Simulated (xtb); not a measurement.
**GFN1-xTB run of BSiH3BrOF (SMILES O[SiH2]B(F)Br)**

Wanted: a structure relaxation of BSiH3BrOF. 

The calculation is run with xtb 6.7.1 later snapshot.

7 further runs of the same task are left out: 7 set aside as unsound or not needed.

### Step 1. The structure to begin with

The species is BSiH3BrOF (8 atoms), meant as a singlet with charge 0. SMILES: `O[SiH2]B(F)Br`. Geometry: relaxed at PBE0-D4/def2-TZVP. This is one conformer, not always the lowest. The run starts from this shape.

Bond lengths: O1–Si2 1.646 Å, Si2–B3 2.031 Å, B3–F4 1.312 Å, B3–Br5 1.933 Å, O1–H6 0.960 Å, Si2–H7 1.491 Å, Si2–H8 1.485 Å. Angles: O1–Si2–B3 110.1°, Si2–B3–F4 124.5°, Si2–B3–Br5 118.8°, F4–B3–Br5 116.7°, O1–Si2–H7 111.8°, O1–Si2–H8 108.2°, B3–Si2–H7 107.6°, B3–Si2–H8 110.9°, Si2–O1–H6 116.4°, H7–Si2–H8 108.3°.

### Step 2. A structure relaxation at GFN1-xTB

mol.coord

```
$coord
      0.111871786578      0.567862700450      3.322138527092  o
      1.173897868618     -0.866250455528      0.774409765872  si
     -0.969807447158      0.086927401733     -2.262947034239  b
     -0.821463946375     -1.004578407851     -4.483186258062  f
     -3.362578666159      2.828731035952     -1.936780305129  br
     -0.885147716775      2.058478667555      3.051718718658  h
      3.835955060378     -0.145319938984      0.199933023985  h
      1.091316836971     -3.633565392430      1.229077871457  h
$end
```

On the command line:

```console
xtb --gfn 1 -o vtight -P 1 -- mol.coord | tee run.log
```

Q: Predict the results. Wanted: total energy at the end; dipole moment; HOMO energy; LUMO energy; HOMO–LUMO gap; dispersion energy.

Computed results:

At GFN1-xTB:

| quantity | value |
| --- | --- |
| total energy at the end | -18.76655 Eh |
| dipole moment | 2.94 D |
| HOMO energy | -11.10 eV |
| LUMO energy | -7.65 eV |
| HOMO–LUMO gap | 3.45 eV |
| dispersion energy | -7.01 kJ/mol |

In words: At the final geometry: Bond lengths: O1–Si2 1.603 Å, Si2–B3 1.993 Å, B3–F4 1.346 Å, B3–Br5 1.970 Å, O1–H6 0.948 Å, Si2–H7 1.453 Å, Si2–H8 1.453 Å. Angles: O1–Si2–B3 108.9°, Si2–B3–F4 125.1°, Si2–B3–Br5 122.8°, F4–B3–Br5 112.1°, O1–Si2–H7 107.7°, O1–Si2–H8 107.7°, B3–Si2–H7 112.1°, B3–Si2–H8 112.0°, Si2–O1–H6 178.4°, H7–Si2–H8 108.3°. The optimisation took 31 steps and changed the energy by -0.441 eV.
